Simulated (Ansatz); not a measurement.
# SiAsH (triplet): the correlation ladder, cc-pVTZ

The task here is to estimate one member of a computed series from the others.

The runs use Ansatz 0.2.0, Gaussian basis; cc-pVTZ, core rule «outside noble gas», up to 19 orbitals frozen.

To be run: UHF; CCSD(T) on ROHF; CCSD(T) on UHF; BCCD(T) on ROHF; CCSDT(Q) on ROHF; CCSDT(Q) on UHF; CASSCF and MRCISD+Q, 10 electrons in 9 orbitals; CASSCF and MRCISD+Q(relaxed), 10 electrons in 9 orbitals; CASSCF and NEVPT2, 10 electrons in 9 orbitals.

6 further runs of the same task are left out: 6 set aside as unsound or not needed. Runs told in other sessions of the task aren't counted.

### The system

The geometry is a PBE0/def2-TZVP stationary point (not a proven minimum). No spin-orbit coupling is included. The filled d shell of As may be among the frozen orbitals whatever the setting's name suggests.

3 atoms, charge 0, spin multiplicity 3.

Atoms are counted from 1 here; the program's logs count them from 0.

Bond lengths: Si1–As2 2.196 Å, Si1–H3 1.512 Å. Angles: As2–Si1–H3 116.7°.

Coordinates:

```xyz
3

Si    0.0000   -0.1044    1.5718
As    0.0000    0.0229   -0.6206
H     0.0000    1.2046    2.3294
```

Set-up of the first run:

in.yaml

```yaml
crystal:
  periodic: [false, false, false]
  atoms:
    - {symbol: Si, position_ang: [0.000000, -0.104364, 1.571806]}
    - {symbol: As, position_ang: [0.000000, 0.022917, -0.620554]}
    - {symbol: H, position_ang: [0.000000, 1.204585, 2.329445]}
basis:
  gaussian: {orbitals: cc-pVTZ}
magnetization: {spin_polarized: true, initial_magnetization: 2}
hamiltonian: {xc: hf}
output: {orbitals: {seedname: orbitals}}
```

The run is started by

```sh
ansatz run in.yaml --threads 1 --pin off --events-out ev --progress --plain --max-ram 4096MiB --backend cpu
```

Steps of the session up to this table: UHF; CCSD(T) on ROHF; CCSD(T) on UHF; BCCD(T) on ROHF; CCSDT(Q) on ROHF; CCSDT(Q) on UHF; CASSCF and MRCISD+Q, 10 electrons in 9 orbitals; CASSCF and MRCISD+Q(relaxed), 10 electrons in 9 orbitals; CASSCF and NEVPT2, 10 electrons in 9 orbitals.

One of the session's tables, all rows but one given; the rest of the session is left out.

It belongs to the step «Misses and costs». 

| method | from RCCSDT(Q) (meV) |
| --- | --- |
| ROHF | ? |
| RMP2 | +1290.0 |
| UMP2 | +1315.0 |
| RCCSD | +476.0 |
| UCCSD | +466.7 |
| RCCSD(T) | +91.3 |
| UCCSD(T) | +90.3 |
| BCCD(T) | +95.9 |
| RCCSDT | +33.2 |
| UCCSDT | +28.8 |
| RCCSDT(Q) | 0 |
| UCCSDT(Q) | -7.1 |
| CASSCF valence | +5057.8 |
| NEVPT2 valence | +1203.6 |
| MRCISD valence | +518.0 |
| MRCISD+Q valence | +82.6 |
| MRCISD+Q(relaxed) valence | +48.7 |

Q: Estimate the row for ROHF from the others.

The run gave: from RCCSDT(Q) (meV): +6904.8. In the column «from RCCSDT(Q) (meV)» it is the highest.

To keep in mind: Left out of the table: UHF (another determinant or state than the rows shown). Restricted and unrestricted rows rest on different reference determinants; a gap between their highest levels can come from leftover correlation error, from unlike frozen cores or from another state.
